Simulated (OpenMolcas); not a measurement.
# Ru³⁺ among point charges: CASSCF and CASPT2 levels and susceptibility, part 2 of 2

How does a field of 5 point charges split the states of Ru³⁺, and what χT follows?

OpenMolcas 26.06; ANO-RCC-VDZP, DKH2, active space 5 electrons in 5 orbitals (4d), orbitals: per spin and parity. Surroundings: 5 point charges of -2 e arranged as a trigonal bipyramid (D3h), 1.83 Å from the ion, with the axial distance 2.214 Å. Earlier steps stand in the parts before.

## Step 7: CASPT2: IPEA 0.25, imaginary shift 0.1 (closed shells correlated: 4s 4p)

The input, a.inp:

```
>>> COPY JOB001 $Project.JobIph
&CASPT2
Multistate=1 1
Frozen=14
IPEA=0.25
Imaginary=0.1
MaxIter=60
WThr=0.0 0.3 0.05
PrWF=0.5
NoMix
>>> COPY JOB002 $Project.JobIph
&CASPT2
Multistate=24 1 2 3 4 5 6 7 8 9 10 11 12 13 14 15 16 17 18 19 20 21 22
23 24
NoMult
Frozen=14
IPEA=0.25
Imaginary=0.1
MaxIter=60
WThr=0.0 0.3 0.05
PrWF=0.5
NoMix
>>> COPY JOB003 $Project.JobIph
&CASPT2
Multistate=75 1 2 3 4 5 6 7 8 9 10 11 12 13 14 15 16 17 18 19 20 21 22
23 24 25 26 27 28 29 30 31 32 33 34 35 36 37 38 39 40 41 42 43 44 45 46
47 48 49 50 51 52 53 54 55 56 57 58 59 60 61 62 63 64 65 66 67 68 69 70
71 72 73 74 75
NoMult
Frozen=14
IPEA=0.25
Imaginary=0.1
MaxIter=60
WThr=0.0 0.3 0.05
PrWF=0.5
NoMix
```

Log:

```text
Orbital specifications:
      -----------------------

      Symmetry species                           1
                                                 a
      Frozen orbitals                           14
      Inactive orbitals                          4
      Active orbitals                            5
      Secondary orbitals                        20
      Deleted orbitals                           0
      Number of basis functions                 43
Type of calculation                        SS-CASPT2
      Fock operator                              state-specific
      IPEA shift                                 0.25
      Real shift                                 0.00
      Imaginary shift                            0.10
      The input orbitals will be transformed to quasi-canonical
Reference energy:       -4533.6854383998
      E2 (Non-variational):      -0.2503936863
      Shift correction:          -0.0001309923
      E2 (Variational):          -0.2505246785
      Total energy:           -4533.9359630783
      Residual norm:              0.0000002423
      Reference weight:           0.94735
      Contributions to the CASPT2 correlation energy
      Active & Virtual Only:         -0.0555038783
      One Inactive Excited:          -0.1246091542
      Two Inactive Excited:          -0.0702806538
::    CASPT2 Root  1     Total energy:  -4533.93596308
Orbital specifications:
      -----------------------

      Symmetry species                           1
                                                 a
      Frozen orbitals                           14
      Inactive orbitals                          4
      Active orbitals                            5
      Secondary orbitals                        20
      Deleted orbitals                           0
      Number of basis functions                 43
Type of calculation                        SS-CASPT2
      Fock operator                              state-specific
      IPEA shift                                 0.25
      Real shift                                 0.00
      Imaginary shift                            0.10
      The input orbitals will be transformed to quasi-canonical
Reference energy:       -4533.5856147109
      E2 (Non-variational):      -0.2600845284
      Shift correction:          -0.0001525888
      E2 (Variational):          -0.2602371172
      Total energy:           -4533.8458518281
      Residual norm:              0.0000000785
      Reference weight:           0.94387
      Contributions to the CASPT2 correlation energy
      Active & Virtual Only:         -0.0613390182
      One Inactive Excited:          -0.1248760477
      Two Inactive Excited:          -0.0738694625
Reference energy:       -4533.5856147108
      E2 (Non-variational):      -0.2600868545
      Shift correction:          -0.0001517007
      E2 (Variational):          -0.2602385553
      Total energy:           -4533.8458532661
      Residual norm:              0.0000000784
      Reference weight:           0.94388
      Contributions to the CASPT2 correlation energy
      Active & Virtual Only:         -0.0613378587
      One Inactive Excited:          -0.1248794846
      Two Inactive Excited:          -0.0738695112
::    CASPT2 Root  1     Total energy:  -4533.84585183
::    CASPT2 Root  2     Total energy:  -4533.84585327
::    CASPT2 Root  3     Total energy:  -4533.83477194
::    CASPT2 Root  4     Total energy:  -4533.83425020
::    CASPT2 Root  5     Total energy:  -4533.82760062
::    CASPT2 Root  6     Total energy:  -4533.82746069
::    CASPT2 Root  7     Total energy:  -4533.82635108
::    CASPT2 Root  8     Total energy:  -4533.82653404
::    CASPT2 Root  9     Total energy:  -4533.82467801
::    CASPT2 Root 10     Total energy:  -4533.81838297
::    CASPT2 Root 11     Total energy:  -4533.81836787
::    CASPT2 Root 12     Total energy:  -4533.81467425
::    CASPT2 Root 13     Total energy:  -4533.80660988
::    CASPT2 Root 14     Total energy:  -4533.80436026
::    CASPT2 Root 15     Total energy:  -4533.80433540
::    CASPT2 Root 16     Total energy:  -4533.78274860
::    CASPT2 Root 17     Total energy:  -4533.78276267
::    CASPT2 Root 18     Total energy:  -4533.75880538
::    CASPT2 Root 19     Total energy:  -4533.75528423
::    CASPT2 Root 20     Total energy:  -4533.75509736
::    CASPT2 Root 21     Total energy:  -4533.74941501
::    CASPT2 Root 22     Total energy:  -4533.74869815
::    CASPT2 Root 23     Total energy:  -4533.74193496
::    CASPT2 Root 24     Total energy:  -4533.74196368
Orbital specifications:
      -----------------------

      Symmetry species                           1
                                                 a
      Frozen orbitals                           14
      Inactive orbitals                          4
      Active orbitals                            5
      Secondary orbitals                        20
      Deleted orbitals                           0
      Number of basis functions                 43
Type of calculation                        SS-CASPT2
      Fock operator                              state-specific
      IPEA shift                                 0.25
      Real shift                                 0.00
      Imaginary shift                            0.10
      The input orbitals will be transformed to quasi-canonical
Reference energy:       -4533.5441955351
      E2 (Non-variational):      -0.2592711433
      Shift correction:          -0.0001533029
      E2 (Variational):          -0.2594244462
      Total energy:           -4533.8036199813
      Residual norm:              0.0000009391
      Reference weight:           0.94596
      Contributions to the CASPT2 correlation energy
      Active & Virtual Only:         -0.0602225673
      One Inactive Excited:          -0.1261869168
      Two Inactive Excited:          -0.0728616592
Reference energy:       -4533.5441955233
      E2 (Non-variational):      -0.2592721190
      Shift correction:          -0.0001534478
      E2 (Variational):          -0.2594255668
      Total energy:           -4533.8036210901
      Residual norm:              0.0000009429
      Reference weight:           0.94595
      Contributions to the CASPT2 correlation energy
      Active & Virtual Only:         -0.0602334477
      One Inactive Excited:          -0.1261755595
      Two Inactive Excited:          -0.0728631118
::    CASPT2 Root  1     Total energy:  -4533.80361998
::    CASPT2 Root  2     Total energy:  -4533.80362109
::    CASPT2 Root  3     Total energy:  -4533.79302856
::    CASPT2 Root  4     Total energy:  -4533.79162200
::    CASPT2 Root  5     Total energy:  -4533.79162395
::    CASPT2 Root  6     Total energy:  -4533.79236717
::    CASPT2 Root  7     Total energy:  -4533.78861893
::    CASPT2 Root  8     Total energy:  -4533.78866524
::    CASPT2 Root  9     Total energy:  -4533.77912258
::    CASPT2 Root 10     Total energy:  -4533.78397942
::    CASPT2 Root 11     Total energy:  -4533.78397770
::    CASPT2 Root 12     Total energy:  -4533.77534487
::    CASPT2 Root 13     Total energy:  -4533.77508963
::    CASPT2 Root 14     Total energy:  -4533.77801601
::    CASPT2 Root 15     Total energy:  -4533.77764006
::    CASPT2 Root 16     Total energy:  -4533.76930009
::    CASPT2 Root 17     Total energy:  -4533.76917069
::    CASPT2 Root 18     Total energy:  -4533.77033990
::    CASPT2 Root 19     Total energy:  -4533.77010685
::    CASPT2 Root 20     Total energy:  -4533.76000223
::    CASPT2 Root 21     Total energy:  -4533.75999473
::    CASPT2 Root 22     Total energy:  -4533.76232186
::    CASPT2 Root 23     Total energy:  -4533.75806339
::    CASPT2 Root 24     Total energy:  -4533.75268820
::    CASPT2 Root 25     Total energy:  -4533.75228682
::    CASPT2 Root 26     Total energy:  -4533.75246776
::    CASPT2 Root 27     Total energy:  -4533.74868862
::    CASPT2 Root 28     Total energy:  -4533.74729300
::    CASPT2 Root 29     Total energy:  -4533.74447590
::    CASPT2 Root 30     Total energy:  -4533.74344482
```

Time for this run: 11 s (1 thread of Arm Neoverse V1, shared host).

SS-CASPT2: lowest energy less the reference's lowest, -0.2505 hartree; reference weights 0.925 to 0.947.

Spin-free states, with their symmetry labels:

| state | degeneracy | E (cm-1) | free-ion L (%) |
| --- | --- | --- | --- |
| 6A1 | 1 | 0 | S (100) |
| 4E | 2 | 19777 | G (66) |
| 4A2 | 1 | 22209 | G (91) |
| 4A1 | 1 | 22323 | G (91) |
| 4E | 2 | 23798 | G (100) |
| 4E | 2 | 24037 | G (100) |
| 4A1 | 1 | 24424 | G (100) |
| 4E | 2 | 25808 | D (78) |
| 4A2 | 1 | 26620 | P (100) |
| 4A1 | 1 | 28390 | D (100) |
| 4E | 2 | 28886 | D (99) |
| 2E | 2 | 29046 | I (46) |
| 2A1 | 1 | 31371 | I (71) |
| 2A2 | 1 | 31516 | I (72) |
| 2E | 2 | 31679 | I (77) |
| 2E | 2 | 32333 | I (73) |
| 2E | 2 | 33357 | D (54) |
| 4E | 2 | 33625 | P (62) |
| 2A1 | 1 | 34423 | I (94) |
| 2A2 | 1 | 34665 | I (100) |
| 2A1 | 1 | 34748 | I (100) |
| 2E | 2 | 35280 | I (100) |
| 2A1 | 1 | 36350 | F (47) |
| 2A2 | 1 | 36401 | F (48) |

With spin-orbit coupling:

```tsv
E (cm-1)	Degeneracy	Label	2S+1	g
0	2	E1/2	6	0.00 0.00 9.99
6	2	E3/2	6	0.00 0.00 5.99
8	2	E1/2	6	2.00 5.99 5.99
19500	2	E3/2	4	0.00 0.00 3.90
19580	2	E1/2	4	0.00 0.00 7.92
19720	2	E1/2	4	0.89 2.75 2.75
19850	2	E1/2	4	2.78 2.78 3.11
21750	2	E3/2	4	
22090	2	E1/2	4	1.68 1.68 3.40
22360	2	E1/2	4	1.64 1.64 7.31
22600	2	E3/2	4	0.00 0.00 11.70
23570	2	E1/2	4	0.97 0.97 1.52
23760	2	E1/2	4	0.00 0.00 9.89
23850	2	E1/2	4	1.02 1.02 4.55
23910	2	E1/2	4	0.05 0.05 4.85
23910	2	E3/2	4	0.00 0.00 2.51
24000	2	E1/2	4	1.55 3.59 3.59
24050	2	E3/2	4	0.00 0.00 5.21
24070	2	E1/2	4	3.40 3.58 3.58
24230	2	E1/2	4	1.10 1.10 1.99
24440	2	E1/2	4	0.42 0.42 1.90
24440	2	E3/2	4	0.00 0.00 5.83
25320	2	E3/2	4	0.00 0.00 5.12
25400	2	E1/2	4	1.29 3.17 3.17
```

Powder χT (cm³ K/mol): 3.72 at 2 K, 4.15 at 5 K, 4.30 at 10 K, 4.35 at 20 K, 4.37 at 50 K, 4.37 at 100 K, 4.37 at 150 K, 4.37 at 200 K, 4.37 at 250 K, 4.37 at 300 K.

## Step 8: The methods side by side

A. CASSCF
B. SS-CASPT2, IPEA 0.25, imaginary shift 0.1 (closed shells correlated: 4s 4p)

| method | ground state | first gap with spin-orbit (cm-1) | χT at 300 K |
| --- | --- | --- | --- |
| A | 6A1 | 10.9 | 4.37 |
| B | 6A1 | 5.5 | 4.37 |

## Step 9: Outcome

What follows sums up all 2 parts.

```
                 quantity                                                                        value
                   method  SS-CASPT2, IPEA 0.25, imaginary shift 0.1 (closed shells correlated: 4s 4p)
   spin-free ground state                                              6A1, 1-fold in its orbital part
             lowest level                                            2-fold E1/2, g = 0.00, 0.00, 9.99
               next level                                                                     5.5 cm⁻¹
              χT at 300 K                                                               4.37 cm³ K/mol
effective moment at 300 K                                                                      5.91 μB
```

Cost by method:

| method | time of its own steps | time with the reference |
| --- | --- | --- |
| A. CASSCF | 30 s | 30 s |
| B. SS-CASPT2, IPEA 0.25, imaginary shift 0.1, +4s 4p | 11 s | 41 s |

Times are of one thread on a shared host.

The spin-free ground state (6A1) comes to 100 % from free-ion S terms and keeps the highest spin of the shell. χT at 300 K is 4.37, against 4.39 cm³ K/mol for the spin alone, as a half-filled shell (L = 0) has no orbital moment. An active space of the d shell alone favours high spin; real ions in strong fields can be low spin. CASPT2 does not keep the components of a term degenerate, and the means are used. The field of point charges can differ much from that of real complexes. With metal d orbitals alone active, the gaps between spin states are rough; where two lie within a few thousand cm-1, their order is open. Point charges carry no covalency, so the field is a model and not that of real ligands.
